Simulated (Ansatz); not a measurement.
# Sc3CoO4 (element-swapped structure): how the settings move a single-point run

Aim: see which settings change the result for Sc3CoO4 (element-swapped structure), by how much, and at what cost.

Program: Ansatz 0.2.0. Level of theory: reference: DFT r2SCAN, plane waves, PAW, scalar-relativistic, no spin polarisation. These are calculated values, not measurements.

**1. The system as given**

It takes space group Immm (No. 71, orthorhombic). Conventional cell: a = 3.467 Å, b = 4.479 Å, c = 12.281 Å, α = 90.00°, β = 90.00°, γ = 90.00°. Sc (site symmetry mmm) is surrounded by 8 O at 2.43 Å. Sc (site symmetry mm2) is surrounded by 6 O at 2.41 to 2.42 Å. Around Co (site symmetry mmm) lie 4 O at 2.14 Å. O (site symmetry m) is surrounded by 1 O at 1.49 Å and 1 Co at 2.14 Å.

Structure file:

```
Sc Co O
1.0
     0.00000    4.47891    0.00000
     3.46731    0.00000    0.00000
     1.73366    2.23946   -6.14031
Sc Co O
3 1 4
Direct
  0.00000 0.50000 0.00000
  0.68806 0.68806 0.62388
  0.31194 0.31194 0.37612
  0.50000 0.00000 0.00000
  0.04137 0.87507 0.24986
  0.70877 0.87507 0.24986
  0.95863 0.12493 0.75014
  0.29123 0.12493 0.75014
```

**2. Baseline**

Input file input.yaml:

```yaml
crystal:
  lattice:
    - [0.0, 4.47891261, 0.0]
    - [3.46731356, 0.0, 0.0]
    - [1.73365678, 2.2394558, -6.14031224]
  atoms:
    - { symbol: Sc, position: [0.0, 0.5, 0.0] }
    - { symbol: Sc, position: [0.68806, 0.68806, 0.62388] }
    - { symbol: Sc, position: [0.31194, 0.31194, 0.37612] }
    - { symbol: Co, position: [0.5, 0.0, 0.0] }
    - { symbol: O, position: [0.04137, 0.87507, 0.24986] }
    - { symbol: O, position: [0.70877, 0.87507, 0.24986] }
    - { symbol: O, position: [0.95863, 0.12493, 0.75014] }
    - { symbol: O, position: [0.29123, 0.12493, 0.75014] }
  symmetry: { tolerance: 0.0003 }
kpoints:
  mp_grid: { grid: [5, 5, 5], shift: [0, 0, 0] }
magnetization:
  spin_polarized: false
scf:
  occupations: { method: gaussian, width: 0.0293 }
hamiltonian:
  pseudopotentials: { kind: paw }
  xc: r2scan
basis:
  ecutwfc: 500
output:
  forces: true
  stress: true
  eigenvalues: true
```

Command:

```bash
ansatz run input.yaml --threads 1 --pin off --max-ram 2560MiB --backend cpu --events-out ev --progress --plain --runs-dir out
```

**3. Changing settings: mixing.algorithm anderson, mixing.beta 0.5, mixing.ndim 4**

Changes to input.yaml since step 2:

```diff
@@ -21,2 +21,3 @@
   occupations: { method: gaussian, width: 0.0293 }
+  mixing: { algorithm: anderson, beta: 0.5, ndim: 4 }
 hamiltonian:
```

**4. Variant: mp_grid.grid [3, 3, 3]**

Changes to input.yaml since step 2:

```diff
@@ -16,3 +16,3 @@
 kpoints:
-  mp_grid: { grid: [5, 5, 5], shift: [0, 0, 0] }
+  mp_grid: { grid: [3, 3, 3], shift: [0, 0, 0] }
 magnetization:
```

**5. Again, with scf.algorithm direct_min, lower_state_search light**

Changes to input.yaml since step 2:

```diff
@@ -21,2 +21,4 @@
   occupations: { method: gaussian, width: 0.0293 }
+  algorithm: direct_min
+  lower_state_search: light
 hamiltonian:
```

**6. Changing settings: ecutwfc 700 eV**

Changes to input.yaml since step 2:

```diff
@@ -25,3 +25,3 @@
 basis:
-  ecutwfc: 500
+  ecutwfc: "700 eV"
 output:
```

**Question.** What will these runs give? Wanted: for each run, ending; energy change; pressure; gap; force.

**Answer**, as computed:

| run | ending | energy change | pressure (GPa) | gap (eV) | force (eV/Å) | cycles | time |
| --- | --- | --- | --- | --- | --- | --- | --- |
| reference | converged | 0 | 2.5 | 0.00 | 9.01 | 16 | 33 s |
| 1: mixing.algorithm anderson, mixing.beta 0.5, mixing.ndim 4 | converged | 0.0 meV/atom | 2.5 | 0.00 | 9.01 | 15 | 33 s |
| 2: mp_grid.grid [3, 3, 3] | converged | -0.4 meV/atom | 3.1 | 0.00 | 9.37 | 14 | 14 s |
| 3: scf.algorithm direct_min, lower_state_search light | converged | 0.0 meV/atom | 2.5 | 0.00 | 9.01 | 9 | 2.7 min |
| 4: ecutwfc 700 eV | converged | -3.6 meV/atom | 2.4 | 0.00 | 9.01 | 15 | 46 s |

Residual by cycle in the longest SCF loop of each run; runs are numbered as in the table. The quantity is the density residual dr2, in eV.

| cycle | reference | run 1 | run 2 | run 3 | run 4 |
| --- | --- | --- | --- | --- | --- |
| 1 | 3.06 | 3.06 | 2.01 | 3.07 | 3.08 |
| 2 | 62.7 | 62.7 | 47.9 | 1.1 | 62 |
| 4 | 0.145 | 0.0214 | 0.098 | 0.00498 | 0.145 |
| 5 | 0.0895 | 0.00327 | 0.0328 | 5.1e-4 | 0.0842 |
| 6 | 0.0577 | 0.00976 | 0.0314 | 2.6e-5 | 0.0488 |
| 8 | 0.0382 | 7.7e-5 | 0.00204 | 1.4e-7 | 0.0416 |
| 9 | 0.00531 | 3.1e-5 | 1.6e-4 | 6.9e-9 | 0.00107 |
| 11 | 7.4e-5 | 5.1e-5 | 9.0e-5 | - | 0.00192 |
| 12 | 1.5e-4 | 6.9e-6 | 5.5e-6 | - | 1.1e-4 |
| 13 | 1.1e-5 | 1.4e-7 | 2.1e-7 | - | 3.6e-6 |
| 15 | 5.0e-7 | 7.4e-8 | - | - | 1.4e-8 |
| 16 | 4.5e-8 | - | - | - | - |

Among the runs that keep the physical model, «ecutwfc 700 eV» moves the energy most (-3.6 meV/atom). The pressure spans 2.4 to 2.5 GPa over the reference and the variants of the same charge on sound settings (3 of 4 variants). Of the variants the dearest is «scf.algorithm direct_min, lower_state_search light» (2.7 min), the cheapest «mp_grid.grid [3, 3, 3]» (14 s), on a shared host. The sound run has no spin polarisation; with Co present, a magnetic state may lie lower.

Caveats on the reference run: it has no spin polarisation, so a magnetic state, perhaps with a gap, may lie lower; its mesh is coarse for a cell with so small a gap or none; the cell is far from equilibrium (forces up to 9.0 eV/Å), so its values aren't those of the relaxed material; the structure is made up and not relaxed.
